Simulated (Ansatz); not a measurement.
**InSe: testing the settings of optics runs**

Aim: run 1 optics input for InSe as typed, and read from each log whether it ends well.

Program: Ansatz 0.2.0. Level of theory: plane waves, PAW; settings as the input shows. These are calculated values, not measurements.

4 further runs of the same task are left out: 4 that didn't finish.

### 1 The structure to begin with

The structure is hexagonal, space group P6_3/mmc (No. 194). Conventional cell: a = 4.018 Å, b = 4.018 Å, c = 16.926 Å, α = 90.00°, β = 90.00°, γ = 120.00°. In (site symmetry 3m) has 3 Se at 2.64 Å and 1 In at 2.79 Å as nearest neighbours. Around Se (site symmetry 3m) lie 3 In at 2.64 Å.

Coordinates:

```cif
data_structure
_symmetry_space_group_name_H-M 'P6_3/mmc'
_symmetry_Int_Tables_number 194
_cell_length_a 4.0181
_cell_length_b 4.0181
_cell_length_c 16.9256
_cell_angle_alpha 90.000
_cell_angle_beta 90.000
_cell_angle_gamma 120.000
_cell_volume 236.66
loop_
_atom_site_label
_atom_site_type_symbol
_atom_site_symmetry_multiplicity
_atom_site_Wyckoff_symbol
_atom_site_fract_x
_atom_site_fract_y
_atom_site_fract_z
_atom_site_occupancy
In1 In 4 f 0.33333 0.66667 0.16770 1
Se1 Se 4 f 0.33333 0.66667 0.59279 1
```

The cell was relaxed beforehand with r2SCAN+rVV10; those runs aren't shown. No run includes spin-orbit coupling, which matters for In.

For scale, an earlier run with the standard settings (PBE, 6×6×2, gaussian width 0.1 eV, scissors 0 eV) gave ε∞ 8.64 (xx, yy), 11.02 (zz); tallest peak of ε₂: 16.6 at 3.95 eV.

### 2 Input 1

input.yaml

```yaml
crystal:
  lattice:
    - [4.0181119109, 0.0, 0.0]
    - [-2.0090559554, 3.4797869901, 0.0]
    - [0.0, 0.0, 16.9256134872]
  atoms:
    - { symbol: In, position: [0.3333333333, 0.6666666667, 0.1677023329] }
    - { symbol: In, position: [0.6666666667, 0.3333333333, 0.6677023329] }
    - { symbol: In, position: [0.3333333333, 0.6666666667, 0.3322976671] }
    - { symbol: In, position: [0.6666666667, 0.3333333333, 0.8322976671] }
    - { symbol: Se, position: [0.3333333333, 0.6666666667, 0.5927860118] }
    - { symbol: Se, position: [0.6666666667, 0.3333333333, 0.0927860118] }
    - { symbol: Se, position: [0.3333333333, 0.6666666667, 0.9072139882] }
    - { symbol: Se, position: [0.6666666667, 0.3333333333, 0.4072139882] }
kpoints:
  mp_grid: { grid: [6, 6, 2] }
hamiltonian:
  xc: pbesol
scf:
  occupations: { method: fixed }
output:
  optics:
    e_range: [0, 20]
    de: 0.2
    sigma: -0.1
    scissors: 0
    scheme: gaussian
    bands: auto
```

The run is started by

```console
$ ansatz run input.yaml --threads 4 --pin off --max-ram 5529MiB --backend cpu --events-out ev --progress --plain --runs-dir out
```

What it wrote:

```text
Error: invalid value for `output.optics.sigma`: must be finite and > 0; got -0.1 eV
```

Run time: 0.19 s. Hardware: 4 threads of Intel Xeon Platinum 8259CL at 2.50GHz (Skylake/Cascade Lake), shared host; peak memory 0.11 GiB.

What is wrong: Refused before any calculation. The broadening is negative. Fix: type a small positive width, such as 0.1 eV.

### 3 Summary

| input | settings | ended | fault | time |
| --- | --- | --- | --- | --- |
| 1 | PBEsol, 6×6×2, gaussian width -0.1 eV, scissors 0 eV | refused | the broadening is negative | 0.19 s |

1 refused. No run passed without a fault or warning, so no result is quoted.
